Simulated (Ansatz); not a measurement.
# LiBe (P2_1/m) in Ansatz: settings compared

Aim: see how the results for LiBe move with the level of theory and the settings. Levels: RPBE, revPBE, BLYP. Tasks: projected density of states.

Everything below comes from runs of Ansatz 0.2.0. Logs are shortened: lines on timing, memory, paths and dates and some standing lists are left out, and cuts for length are marked.

### Step 1. The structure

Symmetry: P2_1/m, No. 11, monoclinic system. The conventional cell has a = 2.296 Å, b = 3.613 Å, c = 5.528 Å, α = 90.00°, β = 94.17°, γ = 90.00°. Be (site symmetry m) has 6 Be at 2.28 to 2.32 Å and 3 Li at 2.33 to 2.56 Å as nearest neighbours. Around Li (site symmetry m) lie 2 Li at 2.30 Å and 3 Be at 2.33 to 2.56 Å.

The cell comes from a database or a generator and needn't be the stable form of this composition.

### Step 2. Projected density of states, RPBE

input.yaml reads:

```yaml
crystal:
  lattice:
    - [2.2959861536, 0.0, 0.0]
    - [0.0, 3.61277298, 0.0]
    - [-0.4017425219, 0.0, 5.5135259934]
  atoms:
    - { symbol: Be, position: [0.24358192, 0.75, 0.42382836] }
    - { symbol: Be, position: [0.75641808, 0.25, 0.57617164] }
    - { symbol: Li, position: [0.26315244, 0.75, 0.84514226] }
    - { symbol: Li, position: [0.73684756, 0.25, 0.15485774] }
hamiltonian:
  xc: rpbe
  pseudopotentials: { kind: paw }
kpoints:
  mp_grid: { grid: [7, 4, 3] }
scf:
  occupations: { method: fermi_dirac, width: 0.05 }
  n_extra_bands: 10
output:
  forces: true
  stress: true
  eigenvalues: true
  dos: { projected: true, de: 0.05, nscf_kmesh: { grid: [11, 6, 5] } }
```

Potentials or basis: Ansatz PAW.

The run is started by

```bash
$ ansatz run input.yaml --threads 2 --pin off --max-ram 5632MiB --backend cpu --events-out ev --progress --plain --runs-dir out
```

The log of the run:

```text
Warning: RAYON_NUM_THREADS=2 ignored (pool sized by the plan → 2); use --threads N
scf.n_extra_bands = 10 over 5 filled bands (N_el = 10.0): the run solves 15 bands
Engine: ansatz 0.2.0, aarch64-unknown-linux-gnu
Pseudopotentials: kind: paw
Pseudopotential: Be, paw, valence charge 2, recommended cutoff 420 eV (normal), Be.paw.azcp
Pseudopotential: Li, paw, valence charge 3, recommended cutoff 420 eV (normal), Li.paw.azcp
Functional definition: RPBE
  parameter kappa = 0.804
  parameter beta = 0.06672455060314922
  exchange = rpbe_x(kappa = kappa, mu = beta*pi^2/3)
  correlation = pbe_c(beta = beta)
Crystal: 4 atoms, lattice volume = 45.734 Å³
Basis set: ecut = 420 eV, 891 PW (Γ), exchange–correlation on 32×50×80 points (8 copies of the dense FFT grid, shifted against one another)
Bands: 15, of which v1, the nominal top of the filled ones, is band 5 counted from 1 (4 counted from 0)
Symmetry: 4 space group operations
Space group: P21/m (ITA 11), of the structure as read, at distance tolerance 3.6e-5 Å
k-points: 33 of 84
Non-local potential: Be, projectors of the file, l = 0: 2, l = 1: 2, l = 2: 1
Non-local potential: Li, projectors of the file, l = 0: 3, l = 1: 2, l = 2: 1
PAW form: soft (Blöchl's): semilocal exchange-correlation on the pseudo side does not see the compensation charge
PAW frozen core: Be, regenerated for the run's functional, and the local potential with it (the file was generated under x = pbe(κ = 0.804, μ = 0.2195149727645171), c = pbe(β = 0.06672455060314922))
PAW one-centre angular grid: Be, 110 points (default); XC on 64 Gauss nodes
PAW one-centre angular grid: Li, 110 points (default); XC on 64 Gauss nodes
Initial density: superposition of atomic densities (neutral atoms: chi_scale 0, normalization atom), corrected by the library's trained network
Initial wavefunctions: pseudopotential atomic-orbital guess
Functional: x = rpbe, c = pbe(β = 0.06672455060314922)
SCF iter   1: F=—  HF=-597.527155 eV  |F-HF|=—  |Δ(HF+E_count)|=         —  Δρ=2.95e-3  dr2=4.53e-3  ethr=1.77e-3  ⟨swp⟩=5.5  Hψ=2741  notcnv=0  defer=29
preconditioner: auto → none  [metal: Δε(μ)=0.056 eV  Ē_g=11.232 eV  σ=0.050 eV  W_gap=0.27  n_scr=8 (ndim 8)  ℏωp=13.4 eV  f_vac=0.000  D(μ)=2.04/eV (n_scr^D=12)  sad-step TF]
SCF iter   2: F=—  HF=-597.525855 eV  |F-HF|=—  |Δ(HF+E_count)|=   1.30e-3  Δρ=1.79e-3  dr2=1.91e-3  ethr=4.53e-5  ⟨swp⟩=1.0  Hψ=759  notcnv=0  defer=31
SCF iter   3: F=—  HF=-597.525364 eV  |F-HF|=—  |Δ(HF+E_count)|=   4.91e-4  Δρ=2.46e-4  dr2=9.91e-5  ethr=1.91e-5  ⟨swp⟩=2.1  Hψ=551  notcnv=0  defer=31
SCF iter   4: F=—  HF=-597.525338 eV  |F-HF|=—  |Δ(HF+E_count)|=   2.57e-5  Δρ=3.51e-4  dr2=3.55e-4  ethr=9.91e-7  ⟨swp⟩=2.1  Hψ=460  notcnv=0  defer=31
SCF iter   5: F=—  HF=-597.525266 eV  |F-HF|=—  |Δ(HF+E_count)|=   7.17e-5  Δρ=1.90e-5  dr2=1.61e-7  ethr=9.91e-7  ⟨swp⟩=1.6  Hψ=413  notcnv=0  defer=31
SCF iter   6: F=-597.525266 eV  HF=-597.525266 eV  |F-HF|=5.54e-10  |Δ(HF+E_count)|=   7.63e-8  Δρ=1.63e-6  dr2=1.37e-9  ethr=1.00e-9  ⟨swp⟩=7.4  Hψ=2219  notcnv=0
SCF 1 converged in 6 iterations: F = -597.525266 eV  dr2 = 1.37e-9
NSCF: frozen V_eff on 112 k-points
SCF converged after 6 iterations
Free energy (F): -597.525266 eV
Harris-Foulkes:  -597.525266 eV  (|F-HF|=5.54e-10)
Internal energy: -597.509751 eV  (E = F + TS)
E sigma→0 (E₀):  -597.517509 eV
Entropy (-TS):   -0.015515 eV (-3.879 meV/atom)
Fermi energy:    3.929985 eV
--- Per-component energies (eV) ---
  E_band       = -163.076293
  E_kinetic    = 82.537021
  E_local      = -238.370113  (includes V_loc(G=0)·N_el)
  E_nonlocal   = -57.531748
  E_hartree    = 72.667358
  E_xc         = -59.558332
  E_vxc        = -67.057528  (∫ρ·V_xc dr)
  E_paw        = -164.092355  (= ΣΔE_a)
  E_vpaw       = -27.988604  (= ΣTr[D̂ρ^β])
  E_aug_tail   = 0.000041  (compensation charges beyond the density's cutoff)
  E_ewald      = -233.148691
  E_core_change = -0.012932  (= ΣΔE_core)
  E_smearing   = -0.015515  (= −TS)
  E_closure    = 0.000000  (closes the sum)
  Σ components = -597.525266   (vs F -597.525266, Δ=0.00e0)
--- Forces (eV/Å), atoms counted from 1 ---
  atom   1  Be    -0.00100495    -0.00000000     0.04190545
  atom   2  Be     0.00100495     0.00000000    -0.04190545
  atom   3  Li     0.00123897     0.00000000    -0.00721790
  atom   4  Li    -0.00123897    -0.00000000     0.00721790
  max |Σ_I F_I| component: 7.81e-18 eV/Å
--- Stress (GPa, compression-positive) ---
        4.806843       0.000000       0.297750
        0.000000       0.465016       0.000000
        0.297749       0.000000       0.001045
  P = ⅓ Tr σ = 1.7576 GPa (17.576 kbar)
--- Band table (eV; the first three rows and the last of 33) ---
  k-point 0: bands = ["-42.3342", "-42.2920", "-3.5500", "0.9607", "1.8013", "3.3217", "8.3906", "9.7081", "9.9907", "10.7621", "14.1888", "14.6888", "16.5198", "16.7628", "21.3303"]
  k-point 1: bands = ["-42.3341", "-42.2921", "-3.4724", "-0.1629", "3.4755", "3.9538", "7.3470", "7.7300", "9.3026", "13.3384", "13.7787", "15.3273", "16.8114", "17.8032", "19.6023"]
  k-point 2: bands = ["-42.3275", "-42.2976", "-3.0275", "1.0580", "1.3655", "1.9906", "7.4379", "7.8091", "11.8264", "12.8343", "16.6119", "16.8143", "17.3537", "17.3642", "18.8535"]
  k-point 32: bands = ["-42.2117", "-42.2117", "1.9905", "1.9905", "5.9018", "5.9018", "7.3043", "7.3043", "8.6195", "8.6195", "12.1405", "12.1405", "15.7892", "15.7892", "16.5137"]
```

It took 2 s on 2 threads of Arm Neoverse V1, shared host; peak memory 0.29 GiB.

Results:

```
Free energy                          : -597.5253 eV
Pressure                             : 1.8 GPa
Largest force                        : 0.042 eV/Å
Band gap on the k mesh               : none (metal or under the smearing width)
Density of states at the Fermi level : 0.91 states/eV per cell
```

Forces in eV/Å, atoms in the order of the input:
```
Be  -0.001  0.000  0.042
Be   0.001  0.000 -0.042
Li   0.001  0.000 -0.007
Li  -0.001  0.000  0.007
```

States per cell in windows of 1 eV (zero at the Fermi level; states under -8 eV left out):
```
from (eV)  total  Be 2s  Li 2s
     -8.0   0.16   0.11   0.04
     -7.0   0.47   0.35   0.10
     -6.0   0.48   0.37   0.08
     -5.0   0.50   0.38   0.08
     -4.0   0.89   0.49   0.28
     -3.0   0.99   0.35   0.36
     -2.0   1.50   0.31   0.46
     -1.0   0.92   0.12   0.29
      0.0   0.98   0.09   0.29
      1.0   0.65   0.05   0.16
      2.0   0.81   0.11   0.19
      3.0   1.59   0.31   0.34
      4.0   1.30   0.15   0.17
      5.0   1.30   0.10   0.17
      6.0   1.30   0.11   0.09
      7.0   1.10   0.06   0.08
```

Caveat: the k mesh is coarse (spacing up to 0.43 Å⁻¹), so the values aren't converged; the PAW data sets come from PBE, with cores solved anew for the run's functional, which leaves a small shift of forces and pressure; the density of states is complete only up to the lowest level of the last band computed.

### Step 3. Projected density of states, revPBE

Changes to input.yaml since step 2:

```diff
@@ -11,3 +11,3 @@
 hamiltonian:
-  xc: rpbe
+  xc: revpbe
   pseudopotentials: { kind: paw }
```

Potentials or basis: Ansatz PAW.

The run is started by

```bash
$ ansatz run input.yaml --threads 2 --pin off --max-ram 5632MiB --backend cpu --events-out ev --progress --plain --runs-dir out
```

Wall time 2 s (2 threads of Arm Neoverse V1, shared host); peak memory 0.29 GiB.

Results (log left out):

- Free energy: -596.6785 eV
- Pressure: 1.6 GPa
- Largest force: 0.048 eV/Å
- Band gap on the k mesh: none (metal or under the smearing width)
- Density of states at the Fermi level: 0.91 states/eV per cell

Forces in eV/Å, atoms in the order of the input:
```
Be  -0.001  0.000  0.048
Be   0.001  0.000 -0.048
Li   0.001  0.000 -0.014
Li  -0.001  0.000  0.014
```

Stress tensor (GPa, compression positive):
```
 4.60  0.00  0.30
 0.00  0.29  0.00
 0.30  0.00 -0.18
```

Levels at points of the mesh, in eV from the Fermi level:
| k point | band 2 | band 3 | band 4 | band 5 | band 6 | band 7 | band 8 | band 9 |
| --- | --- | --- | --- | --- | --- | --- | --- | --- |
| (0.00, 0.00, 0.00) | -46.18 | -7.47 | -2.97 | -2.13 | -0.61 | 4.46 | 5.77 | 6.06 |
| (0.00, -0.50, 0.00) | -46.20 | -5.38 | -5.38 | -1.94 | -1.94 | 2.40 | 2.40 | 11.03 |

States per cell in windows of 1 eV (zero at the Fermi level; states under -8 eV left out):
```tsv
from (eV)	total	Be 2s	Li 2s
-8.0	0.19	0.14	0.05
-7.0	0.47	0.35	0.10
-6.0	0.48	0.37	0.08
-5.0	0.53	0.39	0.09
-4.0	0.92	0.51	0.29
-3.0	1.00	0.33	0.37
-2.0	1.50	0.30	0.45
-1.0	0.90	0.12	0.29
0.0	0.95	0.09	0.28
1.0	0.66	0.05	0.15
2.0	0.83	0.12	0.21
3.0	1.62	0.32	0.33
4.0	1.32	0.14	0.18
5.0	1.28	0.11	0.16
6.0	1.29	0.11	0.09
7.0	1.12	0.06	0.08
```

Caveat: the k mesh is coarse (spacing up to 0.43 Å⁻¹), so the values aren't converged; the PAW data sets come from PBE, with cores solved anew for the run's functional, which leaves a small shift of forces and pressure; the density of states is complete only up to the lowest level of the last band computed.

### Step 4. Projected density of states, BLYP

Changes to input.yaml since step 3:

```diff
@@ -11,3 +11,3 @@
 hamiltonian:
-  xc: revpbe
+  xc: blyp
   pseudopotentials: { kind: paw }
@@ -23 +23,5 @@
   dos: { projected: true, de: 0.05, nscf_kmesh: { grid: [11, 6, 5] } }
+  write_density: true
+  write_potential: true
+  elf: true
+  volumetric_format: npy
```

Potentials or basis: Ansatz PAW.

The run is started by

```bash
$ ansatz run input.yaml --threads 2 --pin off --max-ram 5632MiB --backend cpu --events-out ev --progress --plain --runs-dir out
```

The log of the run:

```text
Warning: RAYON_NUM_THREADS=2 ignored (pool sized by the plan → 2); use --threads N
scf.n_extra_bands = 10 over 5 filled bands (N_el = 10.0): the run solves 15 bands
[... 4 set-up lines as earlier in the session ...]
Functional definition: BLYP
  parameter beta = 0.0042
  parameter a = 0.04918
  parameter b = 0.132
  parameter c = 0.2533
  parameter d = 0.349
  exchange = b88_x(beta = beta)
  correlation = lyp_c(a = a, b = b, c = c, d = d)
Crystal: 4 atoms, lattice volume = 45.734 Å³
Basis set: ecut = 420 eV, 891 PW (Γ), exchange–correlation on 32×50×80 points (8 copies of the dense FFT grid, shifted against one another)
Bands: 15, of which v1, the nominal top of the filled ones, is band 5 counted from 1 (4 counted from 0)
[... 2 set-up lines as earlier in the session ...]
k-points: 33 of 84
[... 5 set-up lines as earlier in the session ...]
PAW one-centre angular grid: Li, 110 points (default); XC on 96 Gauss nodes
[... 2 set-up lines as earlier in the session ...]
Functional: x = b88, c = lyp
SCF iter   1: F=—  HF=-595.196666 eV  |F-HF|=—  |Δ(HF+E_count)|=         —  Δρ=5.86e-3  dr2=6.30e-2  ethr=1.77e-3  ⟨swp⟩=5.3  Hψ=2790  notcnv=0  defer=26
preconditioner: auto → none  [metal: Δε(μ)=0.045 eV  Ē_g=11.135 eV  σ=0.050 eV  W_gap=0.22  n_scr=8 (ndim 8)  ℏωp=13.4 eV  f_vac=0.000  D(μ)=1.64/eV (n_scr^D=10)  sad-step TF]
SCF iter   2: F=—  HF=-595.187465 eV  |F-HF|=—  |Δ(HF+E_count)|=   9.20e-3  Δρ=3.10e-3  dr2=1.57e-2  ethr=6.30e-4  ⟨swp⟩=1.0  Hψ=759  notcnv=0  defer=27
SCF iter   3: F=—  HF=-595.185147 eV  |F-HF|=—  |Δ(HF+E_count)|=   2.32e-3  Δρ=4.04e-4  dr2=7.60e-5  ethr=1.57e-4  ⟨swp⟩=2.0  Hψ=563  notcnv=0  defer=100
SCF iter   4: F=—  HF=-595.185181 eV  |F-HF|=—  |Δ(HF+E_count)|=   3.33e-5  Δρ=5.93e-5  dr2=4.39e-6  ethr=7.60e-7  ⟨swp⟩=2.0  Hψ=473  notcnv=0  defer=100
iter 5 did not close the SCF: its close was put off for the readings that it lacked (scf_convergence_deferred on its scf_iter line)
SCF iter   5: F=-595.185180 eV  HF=-595.185180 eV  |F-HF|=9.93e-9  |Δ(HF+E_count)|=   5.00e-8  Δρ=6.30e-6  dr2=1.84e-8  ethr=4.39e-8  ⟨swp⟩=2.0  Hψ=450  notcnv=0  defer=100
SCF iter   6: F=-595.185180 eV  HF=-595.185180 eV  |F-HF|=8.98e-9  |Δ(HF+E_count)|=   2.11e-8  Δρ=2.19e-6  dr2=1.20e-8  ethr=1.84e-10  ⟨swp⟩=7.8  Hψ=2491  notcnv=0
SCF 1 converged in 6 iterations: F = -595.185180 eV  dr2 = 1.20e-8
NSCF: frozen V_eff on 112 k-points
SCF converged after 6 iterations
Free energy (F): -595.185180 eV
Harris-Foulkes:  -595.185180 eV  (|F-HF|=8.98e-9)
Internal energy: -595.169476 eV  (E = F + TS)
E sigma→0 (E₀):  -595.177328 eV
Entropy (-TS):   -0.015704 eV (-3.926 meV/atom)
Fermi energy:    4.286322 eV
--- Per-component energies (eV) ---
  E_band       = -161.996975
  E_kinetic    = 83.215178
  E_local      = -239.686898  (includes V_loc(G=0)·N_el)
  E_nonlocal   = -56.528238
  E_hartree    = 72.638441
  E_xc         = -57.077753
  E_vxc        = -64.365733  (∫ρ·V_xc dr)
  E_paw        = -164.581405  (= ΣΔE_a)
  E_vpaw       = -29.908113  (= ΣTr[D̂ρ^β])
  E_aug_tail   = 0.000040  (compensation charges beyond the density's cutoff)
  E_ewald      = -233.148691
  E_core_change = -0.000150  (= ΣΔE_core)
  E_smearing   = -0.015704  (= −TS)
  E_closure    = -0.000000  (closes the sum)
  Σ components = -595.185180   (vs F -595.185180, Δ=0.00e0)
--- Forces (eV/Å), atoms counted from 1 ---
  atom   1  Be     0.00234889    -0.00000000     0.15118051
  atom   2  Be    -0.00234889     0.00000000    -0.15118051
  atom   3  Li     0.00046760     0.00000000    -0.09929475
  atom   4  Li    -0.00046760    -0.00000000     0.09929475
  max |Σ_I F_I| component: 0.00e0 eV/Å
--- Stress (GPa, compression-positive) ---
        2.291334       0.000000       0.242622
        0.000000      -0.764842       0.000000
        0.242622       0.000000      -1.664535
  P = ⅓ Tr σ = -0.0460 GPa (-0.460 kbar)
--- Band table (eV; the first three rows and the last of 33) ---
  k-point 0: bands = ["-42.6605", "-42.6192", "-3.0873", "1.3860", "2.1902", "3.6403", "8.8607", "9.9700", "10.3232", "10.9703", "14.5225", "15.0410", "16.8229", "16.8506", "21.3195"]
  k-point 1: bands = ["-42.6604", "-42.6193", "-3.0118", "0.2674", "3.7922", "4.3318", "7.7314", "8.0416", "9.6695", "13.6004", "14.1673", "15.5322", "16.8703", "17.9822", "19.7829"]
  k-point 2: bands = ["-42.6539", "-42.6248", "-2.5726", "1.4299", "1.7962", "2.3707", "7.8034", "8.1426", "12.2014", "13.0651", "16.9369", "17.0215", "17.4018", "17.5127", "19.1007"]
  k-point 32: bands = ["-42.5400", "-42.5400", "2.3513", "2.3513", "6.2479", "6.2479", "7.6898", "7.6898", "8.9278", "8.9278", "12.4554", "12.4554", "15.9322", "15.9322", "16.7008"]
```

It took 2.1 s on 2 threads of Arm Neoverse V1, shared host; peak memory 0.32 GiB.

What came out:

```
Free energy                          : -595.1852 eV
Pressure                             : 0.0 GPa
Largest force                        : 0.151 eV/Å
Band gap on the k mesh               : none (metal or under the smearing width)
Density of states at the Fermi level : 0.93 states/eV per cell
```

Forces in eV/Å, atoms in the order of the input:
```
Be   0.002  0.000  0.151
Be  -0.002  0.000 -0.151
Li   0.000  0.000 -0.099
Li   0.000  0.000  0.099
```

States per cell in windows of 1 eV (zero at the Fermi level; states under -8 eV left out):
```
from (eV)  total  Be 2s  Li 2s
     -8.0   0.12   0.08   0.03
     -7.0   0.48   0.35   0.10
     -6.0   0.49   0.38   0.08
     -5.0   0.51   0.39   0.07
     -4.0   0.88   0.50   0.27
     -3.0   1.01   0.37   0.36
     -2.0   1.51   0.31   0.46
     -1.0   0.93   0.12   0.30
      0.0   0.98   0.09   0.30
      1.0   0.66   0.05   0.16
      2.0   0.81   0.10   0.19
      3.0   1.62   0.32   0.34
      4.0   1.34   0.15   0.18
      5.0   1.29   0.11   0.16
      6.0   1.30   0.11   0.10
      7.0   1.13   0.06   0.08
```

Caveat: the k mesh is coarse (spacing up to 0.43 Å⁻¹), so the values aren't converged; the PAW data sets come from PBE, with cores solved anew for the run's functional, which leaves a small shift of forces and pressure; the density of states is complete only up to the lowest level of the last band computed.

### Step 5. Overview

| level | gap on the mesh (eV) | pressure (GPa) | largest force (eV/Å) |
| --- | --- | --- | --- |
| RPBE | none | 1.8 | 0.04 |
| revPBE | none | 1.6 | 0.05 |
| BLYP | none | 0.0 | 0.15 |

Alike in all rows: task projected density of states; potentials or basis Ansatz PAW; no spin polarisation; cell as given; k mesh 7 × 4 × 3; cutoff (eV) 420; smearing fermi-dirac 0.05 eV; the mesh is coarse, so values aren't converged.

Caveats: all runs use coarse meshes; the PAW data sets come from PBE, with cores solved anew for the run's functional, which leaves a small shift of forces and pressure; the density of states is complete only up to the lowest level of the last band computed.

Absolute energies hang on the potentials; compare differences alone.
